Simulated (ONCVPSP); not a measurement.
**Sulfur: generating and testing an ONCV potential**

Aim: build the potential from the settings below, then test how well it stands in for the atom: other configurations, scattering, ghost states and the plane-wave cutoff that it needs.

The numbers are computed with ONCVPSP 4.0.1 (PBEsol, scalar-relativistic, spin-unpolarised reference atom).

## Step 1: The design

Typed settings, in words:

| Quantity | Value |
| --- | --- |
| element | sulfur (S, Z = 16) |
| type | optimised norm-conserving Vanderbilt (ONCV) |
| frozen core | [He] |
| valence charge | 14 |
| reference configuration | 2s2 2p6 3s2 3p3 (charge +1) |
| partial waves | 2s+3s: rc 0.75 bohr, ncon 4, nbas 8, qcut 15.9 1/bohr, 2 projectors; 2p+3p: rc 0.70 bohr, ncon 4, nbas 8, qcut 20.9 1/bohr, 2 projectors; d scattering state at 0.43 Ha: rc 0.70 bohr, ncon 4, nbas 8, qcut 14.9 1/bohr, 2 projectors, debl 2.9 Ha |
| local potential | polynomial inside 0.65 bohr (lpopt 4, dvloc0 3 Ha) |
| core correction | not asked for |

## Step 2: The generation run

S.dat reads:

```
# ATOM AND REFERENCE CONFIGURATION
# atsym  z   nc   nv     iexc    psfile
  S 16.00    1    4  -116133      upf
#
#   n    l    f
    1    0    2.00
    2    0    2.00
    2    1    6.00
    3    0    2.00
    3    1    3.00
#
# PSEUDOPOTENTIAL AND OPTIMIZATION
# lmax
    2
#
#   l,   rc,      ep,       ncon, nbas, qcut
    0    0.75    0.00    4    8   15.90
    1    0.70    0.00    4    8   20.90
    2    0.70    0.43    4    8   14.90
#
# LOCAL POTENTIAL
# lloc, lpopt,  rc(5),   dvloc0
    4    4    0.65    3.00
#
# VANDERBILT-KLEINMAN-BYLANDER PROJECTORs
# l, nproj, debl
    0    2    2.60
    1    2    3.00
    2    2    2.90
#
# MODEL CORE CHARGE
# icmod, fcfact, rcfact
    0    0.00    0.00
#
# LOG DERIVATIVE ANALYSIS
# epsh1, epsh2, depsh
  -10.00    5.00    0.04
#
# OUTPUT GRID
# rlmax, drl
    6.00    0.01
#
# TEST CONFIGURATIONS
# ncnf
    4
# nvcnf
#   n    l    f
    4
    2    0    2.00
    2    1    6.00
    3    0    2.00
    3    1    4.00
#
    4
    2    0    2.00
    2    1    6.00
    3    0    2.00
    3    1    2.00
#
    4
    2    0    2.00
    2    1    6.00
    3    0    2.00
    3    1    1.00
#
    4
    2    0    1.00
    2    1    6.00
    3    0    2.00
    3    1    4.00
#
```

Launch:

```sh
$ oncvpsp.x < S.dat > S.out
```

**Question.** What will these runs give? Wanted: cutoffs for 1 and 0.1 mHa per electron, occupied waves; bound ghosts; GHOST(+) flags; largest test error; largest phase difference near zero energy, channels read.

The runs gave:

| quantity | value |
| --- | --- |
| cutoffs for 1 and 0.1 mHa per electron, occupied waves | 168 Ha and 189 Ha |
| bound ghosts | none found |
| GHOST(+) flags | none at low energy |
| largest test error (AE − PS) | -327 meV, for 2s1 2p6 3s2 3p4 |
| largest phase difference near zero energy, channels read | 0.000 rad |

**Reading.** The worst unpolarised test, 2s1 2p6 3s2 3p4, is off by 327 meV on 215.1 eV; by total energies transferability rates as fair for so large an energy. That test lies far up in energy; among those under 40 eV, nearer to bonding, the largest error is 1.0 meV. The potential is very hard: the looser tolerance needs 168 Ha. The program's ghost test flags no bound state. Near zero energy the phases of the channels with partial waves agree within 0.001 rad. These are tests on the free atom; a crystal test is still owed.
